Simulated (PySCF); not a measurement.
# C₅H₈BF₃: runs on many settings, part 2 of 2

PySCF 2.14.0. Atoms count from 0. Earlier steps stand in the parts before.

### 4 Shielding tensors: BLYP/pcSseg-1 in dichloromethane

Job settings and geometry (Å):

```
{"job": {"kind": "nmr", "xc": "BLYP", "basis": "pcSseg-1", "solvent": "dichloromethane", "pop": false}, "charge": 0, "multiplicity": 1}
C      2.481491    -0.544008    -0.727581
B      1.488488     0.431503    -0.005338
C      0.715333    -0.056236     1.248171
C     -0.582698     0.106172     1.503505
C     -1.528619     0.800318     0.565048
C     -2.076914    -0.181484    -0.453324
F     -1.125006    -0.684541    -1.253090
F     -2.688707    -1.230227     0.116568
F     -2.986360     0.388510    -1.264085
H      2.793700    -1.394312    -0.126629
H      3.369412    -0.044560    -1.109401
H      1.966750    -0.948358    -1.601162
H      1.334447     1.518070    -0.420764
H      1.272585    -0.633863     1.978591
H     -1.045377    -0.319427     2.384706
H     -1.013848     1.582366     0.004459
H     -2.381676     1.222108     1.098802
```

With the program's defaults for keys left out, this is: GIAO BLYP/pcSseg-1 NMR shielding, non-relativistic, IEF-PCM dichloromethane.

What it wrote:

```text
coarse grid: 14736 points
cycle   1  E = -519.2161619940  dE =  9.644e-01  |g| = 1.087e+00  |ddm| = 3.628e+00
cycle   2  E = -518.7519616077  dE =  4.642e-01  |g| = 1.967e+00  |ddm| = 1.876e+00
cycle   3  E = -519.4305923281  dE = -6.786e-01  |g| = 2.127e-01  |ddm| = 1.244e+00
cycle   4  E = -519.4389955747  dE = -8.403e-03  |g| = 1.080e-01  |ddm| = 2.336e-01
cycle   5  E = -519.4415463243  dE = -2.551e-03  |g| = 4.502e-02  |ddm| = 1.006e-01
cycle   6  E = -519.4420383367  dE = -4.920e-04  |g| = 7.825e-03  |ddm| = 3.677e-02
cycle   7  E = -519.4420532654  dE = -1.493e-05  |g| = 1.777e-03  |ddm| = 7.717e-03
cycle   8  E = -519.4420538090  dE = -5.435e-07  |g| = 2.749e-04  |ddm| = 1.588e-03
final grid: 145040 points
cycle   9  E = -519.5433707927  dE = -6.717e-05  |g| = 1.383e-02  |ddm| = 3.553e-02
cycle  10  E = -519.5433049491  dE =  6.584e-05  |g| = 2.355e-02  |ddm| = 2.494e-02
cycle  11  E = -519.5434083071  dE = -1.034e-04  |g| = 1.940e-03  |ddm| = 1.555e-02
cycle  12  E = -519.5434090217  dE = -7.146e-07  |g| = 5.063e-04  |ddm| = 1.647e-03
cycle  13  E = -519.5434090699  dE = -4.818e-08  |g| = 2.748e-04  |ddm| = 5.435e-04
cycle  14  E = -519.5434090892  dE = -1.933e-08  |g| = 3.450e-05  |ddm| = 2.138e-04
cycle  15  E = -519.5434090895  dE = -2.901e-10  |g| = 1.075e-05  |ddm| = 3.932e-05
converged SCF energy = -519.5434090895

GIAO shielding tensors (ppm)
atom      isotropic    diamagn.    paramagn.     s11        s22        s33       span
  0 C      163.703     250.409     -86.705    135.801    170.187    185.122     49.320
  1 B       15.428     193.379    -177.951    -62.363    -11.404    120.050    182.413
  2 C       21.839     257.519    -235.680    -93.269     19.616    139.169    232.438
  3 C       32.192     255.694    -223.502    -75.104     22.473    149.206    224.310
  4 C      133.546     254.665    -121.119    112.997    138.473    149.168     36.171
  5 C       35.174     242.925    -207.751     32.474     33.445     39.602      7.128
  6 F      241.671     481.572    -239.901    157.321    250.743    316.950    159.628
  7 F      238.466     475.192    -236.726    151.432    242.256    321.709    170.277
  8 F      231.002     471.684    -240.682    139.744    225.233    328.029    188.285
  9 H       30.553      31.168      -0.615     27.236     29.872     34.551      7.315
 10 H       30.401      28.602       1.799     26.726     28.695     35.782      9.057
 11 H       31.091      31.434      -0.343     28.030     29.485     35.759      7.729
 12 H       24.072      32.333      -8.261     17.131     25.728     29.358     12.227
 13 H       24.592      31.845      -7.253     20.716     25.216     27.845      7.129
 14 H       25.058      31.539      -6.481     23.156     24.460     27.559      4.402
 15 H       28.624      32.916      -4.291     25.988     27.636     32.249      6.261
 16 H       28.557      28.246       0.311     25.580     27.537     32.553      6.973
```

Wall time 35 s (1 thread of Arm Neoverse N1, shared host); peak memory 0.81 GiB.

In short: δ C2 157.0, C3 146.6, C5 143.6, C4 45.3, H12 7.71, H13 7.19 ppm.

### 5 NMR shieldings: PBE0/STO-3G

The job, as its differences from that of step 4:

```diff
@@ -1,2 +1,2 @@
-{"job": {"kind": "nmr", "xc": "BLYP", "basis": "pcSseg-1", "solvent": "dichloromethane", "pop": false}, "charge": 0, "multiplicity": 1}
+{"job": {"kind": "nmr", "xc": "PBE0", "basis": "STO-3G", "pop": false, "scf": {"damp": 0.1}}, "charge": 0, "multiplicity": 1}
 C      2.481491    -0.544008    -0.727581
```

With the program's defaults for keys left out, this is: GIAO PBE0/STO-3G NMR shielding, non-relativistic, gas phase.

What it wrote:

```text
damping 0.10 in the first 6 cycles
final grid: 145040 points
cycle   1  E = -512.0107322997  dE =  1.287e+00  |g| = 7.715e-01  |ddm| = 5.179e+00
cycle   2  E = -512.0871048133  dE = -7.637e-02  |g| = 6.431e-01  |ddm| = 1.734e+00
cycle   3  E = -512.1076708366  dE = -2.057e-02  |g| = 5.624e-01  |ddm| = 1.415e+00
cycle   4  E = -512.0792445154  dE =  2.843e-02  |g| = 6.391e-01  |ddm| = 1.421e+00
cycle   5  E = -512.0191813508  dE =  6.006e-02  |g| = 7.546e-01  |ddm| = 1.663e+00
cycle   6  E = -511.7950322554  dE =  2.241e-01  |g| = 1.103e+00  |ddm| = 2.254e+00
cycle   7  E = -511.5404730744  dE =  2.546e-01  |g| = 1.362e+00  |ddm| = 3.008e+00
cycle   8  E = -512.2028027392  dE = -6.623e-01  |g| = 4.249e-02  |ddm| = 1.808e+00
cycle   9  E = -512.2031159943  dE = -3.133e-04  |g| = 2.957e-02  |ddm| = 9.082e-02
cycle  10  E = -512.2033684402  dE = -2.524e-04  |g| = 2.116e-03  |ddm| = 3.674e-02
cycle  11  E = -512.2033695195  dE = -1.079e-06  |g| = 1.002e-03  |ddm| = 3.865e-03
cycle  12  E = -512.2033698398  dE = -3.203e-07  |g| = 1.657e-04  |ddm| = 1.298e-03
cycle  13  E = -512.2033698477  dE = -7.927e-09  |g| = 3.709e-05  |ddm| = 1.975e-04
cycle  14  E = -512.2033698482  dE = -4.450e-10  |g| = 5.045e-06  |ddm| = 5.360e-05
converged SCF energy = -512.2033698482

GIAO shielding tensors (ppm)
atom      isotropic    diamagn.    paramagn.     s11        s22        s33       span
  0 C      221.135     245.063     -23.928    205.574    222.272    235.559     29.985
  1 B       50.312     197.717    -147.405    -22.057     19.926    153.066    175.124
  2 C      115.302     253.091    -137.789     25.961    105.699    214.246    188.285
  3 C      120.778     252.433    -131.655     36.870    116.792    208.671    171.802
  4 C      205.520     247.337     -41.817    190.784    211.779    213.997     23.212
  5 C      136.602     254.810    -118.208    115.224    146.538    148.044     32.819
  6 F      394.059     458.870     -64.811    347.262    403.592    431.324     84.063
  7 F      391.331     454.061     -62.730    346.737    400.897    426.359     79.622
  8 F      386.237     452.783     -66.546    346.035    399.407    413.269     67.234
  9 H       31.585      30.535       1.050     27.017     30.180     37.558     10.541
 10 H       31.569      28.841       2.728     27.087     28.697     38.922     11.835
 11 H       32.357      31.042       1.314     28.152     29.919     38.998     10.846
 12 H       25.512      33.816      -8.304     18.941     26.527     31.067     12.127
 13 H       26.080      31.666      -5.586     23.167     26.008     29.065      5.897
 14 H       26.892      31.237      -4.345     24.674     27.582     28.420      3.746
 15 H       30.729      33.315      -2.586     26.689     28.379     37.119     10.430
 16 H       30.813      30.250       0.564     26.021     28.097     38.322     12.300
```

Run time: 10 s. Hardware: 1 thread of Arm Neoverse N1, shared host; peak memory 0.47 GiB.

This run: δ C2 120.9, C3 115.4, C5 99.6, C4 30.7, H12 7.51, H13 6.94 ppm.

### 6 TDDFT and polarisability: CAM-B3LYP/cc-pVDZ

The job, as its differences from that of step 5:

```diff
@@ -1,2 +1,2 @@
-{"job": {"kind": "nmr", "xc": "PBE0", "basis": "STO-3G", "pop": false, "scf": {"damp": 0.1}}, "charge": 0, "multiplicity": 1}
+{"job": {"kind": "uv", "xc": "CAM-B3LYP", "basis": "cc-pVDZ", "nstates": 6, "ntriplets": 2, "tda": false, "scf": {"level_shift": 0.1, "aux": "def2-qzvpp-jkfit"}}, "charge": 0, "multiplicity": 1}
 C      2.481491    -0.544008    -0.727581
```

Method: TDDFT CAM-B3LYP/cc-pVDZ, vertical, gas phase, core orbitals frozen in the response.

What it wrote:

```text
final grid: 145040 points
cycle   1  E = -519.3279782655  dE =  1.434e+00  |g| = 1.032e+00  |ddm| = 7.326e+00
cycle   2  E = -519.3385113100  dE = -1.053e-02  |g| = 1.114e+00  |ddm| = 2.912e+00
cycle   3  E = -519.5338974566  dE = -1.954e-01  |g| = 9.171e-02  |ddm| = 1.299e+00
cycle   4  E = -519.5356993043  dE = -1.802e-03  |g| = 2.599e-02  |ddm| = 1.781e-01
cycle   5  E = -519.5358598467  dE = -1.605e-04  |g| = 4.206e-03  |ddm| = 5.203e-02
cycle   6  E = -519.5358647788  dE = -4.932e-06  |g| = 2.070e-03  |ddm| = 1.071e-02
cycle   7  E = -519.5358660167  dE = -1.238e-06  |g| = 4.733e-04  |ddm| = 3.895e-03
cycle   8  E = -519.5358661204  dE = -1.037e-07  |g| = 1.404e-04  |ddm| = 1.276e-03
cycle   9  E = -519.5358661334  dE = -1.295e-08  |g| = 6.776e-05  |ddm| = 4.372e-04
cycle  10  E = -519.5358661356  dE = -2.213e-09  |g| = 2.649e-05  |ddm| = 1.593e-04
cycle  11  E = -519.5358661360  dE = -4.619e-10  |g| = 7.170e-06  |ddm| = 8.006e-05
level shift removed, Fock matrix diagonalised once more
converged SCF energy = -519.5358661360

Static polarisability (au): isotropic 66.549, principal 50.632 61.497 87.518

Singlet excitations
state   eV       nm        f      main configurations
  1   5.4518    227.4   0.12693   H->L 0.85, H-2->L 0.08
  2   5.8114    213.3   0.01035   H-1->L 0.94
  3   6.5417    189.5   0.08061   H-2->L 0.85, H->L 0.10
  4   7.7557    159.9   0.01494   H-3->L 0.66, H-1->L+1 0.18
  5   7.9832    155.3   0.25680   H->L+1 0.85
  6   8.2505    150.3   0.00328   H-1->L+1 0.53, H-5->L 0.12, H-3->L 0.10

Triplet excitations (Tamm-Dancoff, eV): 3.7638 5.2693
```

Wall time 59 s (1 thread of Arm Neoverse N1, shared host); peak memory 0.83 GiB.

Key values: HOMO -9.06 eV, LUMO -0.31 eV; lowest singlet 5.45 eV.

### 7 Run by run: NMR shifts

Shifts (ppm) of some atoms, chosen among heavy atoms and hydrogens apart, means over like atoms, with basis size and wall time:

| run | C2 | C3 | C5 | C4 | C0 | H14 | H15 | functions | time |
| --- | --- | --- | --- | --- | --- | --- | --- | --- | --- |
| PBE0/pcSseg-1 | 156.9 | 144.2 | 135.0 | 41.8 | 14.9 | 6.65 | 3.00 | 193 | 57 s |
| BLYP/pcSseg-1 in dichloromethane | 157.0 | 146.6 | 143.6 | 45.3 | 15.1 | 6.73 | 3.19 | 193 | 35 s |
| PBE0/STO-3G | 120.9 | 115.4 | 99.6 | 30.7 | 15.0 | 6.13 | 2.25 | 53 | 10 s |

### 8 Side by side: electronic excitations

Excitations and ground-state properties, with basis size and wall time:

| run | lowest singlet (eV) | brightest (eV) | f | gap (eV) | α (Å³) | μ (D) | functions | time |
| --- | --- | --- | --- | --- | --- | --- | --- | --- |
| PBE0/def2-SVPD | 5.28 | 7.58 | 0.172 | 6.28 | 11.54 | 2.06 | 253 | 95 s |
| CAM-B3LYP/cc-pVDZ | 5.45 | 7.98 | 0.257 | 8.75 | 9.86 | 1.79 | 166 | 59 s |

### 9 What came out

What follows sums up all 2 parts.

| quantity | value |
| --- | --- |
| 13C shifts against TMS (PBE0/pcSseg-1) | 156.9, 144.2, 135.0, 41.8, 14.9 ppm |
| 1H shifts against TMS (PBE0/pcSseg-1, means over atoms taken as alike) | 7.85, 7.23, 6.65, 3.00, 1.12 ppm |
| 11B shifts against BF3·OEt2 (PBE0/pcSseg-1) | 77.4 ppm |
| 19F shifts against CFCl3 (PBE0/pcSseg-1, means over atoms taken as alike) | -81.2 ppm |
| surface potential, 1st and 99th percentile | -0.64 V and 1.18 V |
| lowest singlet (PBE0/def2-SVPD) | 5.28 eV (235 nm), f = 0.123 |
| brightest single state of those computed | state 6, 7.58 eV, f = 0.172 |
| lowest triplet | 3.69 eV |
| range of the shift of C5 | 99.6 to 143.6 ppm |
| range of the lowest singlet | 5.28 to 5.45 eV |
| property runs in this session | 5, of which 0 failed and 1 gave unsound results |

In words: Single values in the summary come from the first run of each kind that ended normally (PBE0/pcSseg-1; PBE0/def2-SVPD), which need not be the best level. By nearest atom (PBE0/pcSseg-1), the HOMO sits on C2, C3 about 33 % each and the LUMO on B1 38 %; C3 20 %. The first singlet state (HOMO→LUMO 0.86) lies at 5.28 eV and is bright; of the 6 states computed, the strongest absorption comes from state 6 at 7.58 eV (the last computed, so partners may be missing). The lowest triplet lies 1.59 eV below the lowest singlet (triplets in Tamm-Dancoff, singlets in full TDDFT). Among the atoms with a shift in every run: In ppm, C5 moves most: its shift spreads over 44.1 ppm, from 99.6 (PBE0/STO-3G) to 143.6 (BLYP/pcSseg-1 in dichloromethane). A minimal basis is unusable for shieldings, so that end is no result. The lowest singlet runs from 5.28 eV (PBE0/def2-SVPD) to 5.45 eV (CAM-B3LYP/cc-pVDZ), while the orbital gap spans 6.28 to 8.75 eV. The lowest state need not be the same one in every run.
